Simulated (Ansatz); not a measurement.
# Rb2MoO4: a single-point run

Aim: the field gradients at the nuclei of Rb2MoO4, from a sound single-point run.

Computed with Ansatz 0.2.0 (DFT, PBE, plane-wave PAW, default files, scalar-relativistic, unless a step's input says otherwise).

### 1 Starting point

It takes space group C2/m (No. 12, monoclinic). The conventional cell has a = 12.829 Å, b = 6.223 Å, c = 7.865 Å, α = 90.00°, β = 115.87°, γ = 90.00°. Around Rb (site symmetry m) lie 6 O at 2.83 to 3.05 Å. Around Rb (site symmetry m) lie 8 O at 2.86 to 3.28 Å. Mo (site symmetry m) is surrounded by 4 O at 1.77 Å. Around O (site symmetry 1) lie 1 Mo at 1.77 Å. O (site symmetry m) is surrounded by 1 Mo at 1.77 Å.

Coordinates:

```
Rb Mo O
1.0
     6.41467   -3.11170    0.00000
     6.41467    3.11170    0.00000
    -3.43115    0.00000    7.07662
Rb Mo O
4 2 8
Direct
  0.15470 0.15470 0.74653
  0.84530 0.84530 0.25347
  0.51200 0.51200 0.23807
  0.48800 0.48800 0.76193
  0.82487 0.82487 0.77678
  0.17513 0.17513 0.22322
  0.08974 0.62622 0.92081
  0.37378 0.91026 0.07919
  0.91026 0.37378 0.07919
  0.62622 0.08974 0.92081
  0.32632 0.32632 0.37170
  0.67368 0.67368 0.62830
  0.90736 0.90736 0.64538
  0.09264 0.09264 0.35462
```

### 2 Running it

The input, input.yaml:

```yaml
crystal:
  lattice:
    - [6.4146654809, -3.11170166, 0.0]
    - [6.4146654809, 3.11170166, 0.0]
    - [-3.4311471443, 0.0, 7.0766172384]
  atoms:
    - { symbol: Rb, position: [0.15470122, 0.15470122, 0.74652919] }
    - { symbol: Rb, position: [0.84529878, 0.84529878, 0.25347081] }
    - { symbol: Rb, position: [0.51199855, 0.51199855, 0.2380717] }
    - { symbol: Rb, position: [0.48800145, 0.48800145, 0.7619283] }
    - { symbol: Mo, position: [0.82487467, 0.82487467, 0.7767803] }
    - { symbol: Mo, position: [0.17512533, 0.17512533, 0.2232197] }
    - { symbol: O, position: [0.08973948, 0.62621793, 0.9208133] }
    - { symbol: O, position: [0.37378207, 0.91026052, 0.0791867] }
    - { symbol: O, position: [0.91026052, 0.37378207, 0.0791867] }
    - { symbol: O, position: [0.62621793, 0.08973948, 0.9208133] }
    - { symbol: O, position: [0.3263236, 0.3263236, 0.3716985] }
    - { symbol: O, position: [0.6736764, 0.6736764, 0.6283015] }
    - { symbol: O, position: [0.90736211, 0.90736211, 0.64537552] }
    - { symbol: O, position: [0.09263789, 0.09263789, 0.35462448] }
kpoints:
  mp_grid: { grid: [5, 5, 4] }
scf:
  occupations: { method: fermi_dirac, width: 0.02 }
  max_iter: 50
hamiltonian:
  xc: pbe
  pseudopotentials: { kind: paw }
output:
  forces: true
  stress: true
  populations: true
  efg:
    quadrupole_moments_barn: { Rb: 0.1335, Mo: -0.022, O: -0.02558 }
    contact_densities: true
basis:
  ecutrho_ratio: 2
```

Command:

```console
ansatz run input.yaml --threads 1 --pin off --max-ram 2560MiB --backend cpu --events-out ev --progress --plain --runs-dir out
```

**Question.** How will this run end, and is anything wrong with its input?

The run converged and reported no error, with warnings (cutoff below recommended, gradients without spin orbit). Its log warns: «basis.ecutrho_ratio = 2 (ecutrho = 840 eV) is below the records' recommended 1680 eV»

Look at the input: basis.ecutrho_ratio is 2. The density grid can't hold the products of the orbitals.

To check: delete basis.ecutrho_ratio (the default then holds).
